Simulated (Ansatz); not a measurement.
CH5FGeN, SMILES [CH3][Ge]([NH2])[F], a rigid torsion scan

Computed with Ansatz's Python interface.

Run as a notebook:

**Cell 1**
```python
import warnings

import ansatz
from ase import Atoms
```

**Cell 2**
```python
BASIS = "def2-SVP"
XC = "pbe0"
FMAX = 0.02
METHOD = "mp2"
```

**Cell 3**
```python
warnings.simplefilter("ignore", ansatz.DeckWarning)
```

**Cell 4**
```python
atoms = Atoms(["C", "Ge", "N", "F", "H", "H", "H", "H", "H"], positions=[
    (-0.7543, 0.933, -0.6742),
    (0.8337, 0.0372, -0.2276),
    (0.6445, -0.6844, 1.469),
    (1.1914, -1.2378, -1.3899),
    (-0.7072, 1.4024, -1.7213),
    (-0.9808, 1.8074, 0.0454),
    (-1.6268, 0.2686, -0.6586),
    (-0.0666, -1.3596, 1.4371),
    (1.5547, -1.2131, 1.7032),
])
```

**Cell 5**
```python
# relax first, so that the scan starts from a minimum
first = (
    ansatz.Crystal.molecule_from_ase(atoms).calculation()
    .basis(gaussian=BASIS)
    .spin("collinear", total=1)
    .functional(XC)
    .relax(force_tolerance=FMAX, max_steps=80)
)
atoms.positions = first.run().report["positions_ang"]

start = atoms.get_dihedral(2, 1, 0, 4)
energies = {}
for turn in range(0, 121, 20):
    turned = atoms.copy()
    turned.set_dihedral(2, 1, 0, 4, start + turn, indices=[0, 4, 5, 6])
    job = ansatz.Crystal.molecule_from_ase(turned).calculation()
    job = job.basis(gaussian=BASIS)
    job = job.correlation(METHOD)
    job = job.spin("collinear", total=1)
    energies[round((start + turn) % 360)] = job.run().report["free_energy_ev"]
floor = min(energies.values())
print("dihedral N2-Ge1-C0-H4 (deg)   E - E(min) (kcal/mol)")
for angle, e in sorted(energies.items()):
    print(f"{angle:8d} {23.060548 * (e - floor):14.3f}  " + "#" * int(30 * (e - floor) / max(max(energies.values()) - floor, 1e-9)))
```
Output:
```text
dihedral N2-Ge1-C0-H4 (deg)   E - E(min) (kcal/mol)
     183          0.000
     203          0.165  #######
     223          0.512  #####################
     243          0.699  ##############################
     263          0.565  ########################
     283          0.262  ###########
     303          0.097  ####
```

Notes:
- The scan is rigid and the energies are electronic, in a modest basis. With rigid groups the curve can differ much from the relaxed path, the start wasn't checked as a minimum of this torsion, and equivalent turns needn't return to the same energy.
- The species is open-shell (spin multiplicity 2).
- The start is relaxed with a density functional and scanned with the wavefunction method, so it isn't exactly that method's minimum.
- Hardware and time: 2.6 min on 1 thread of Arm Neoverse N1, with other jobs on the host, peak memory 0.38 GiB.
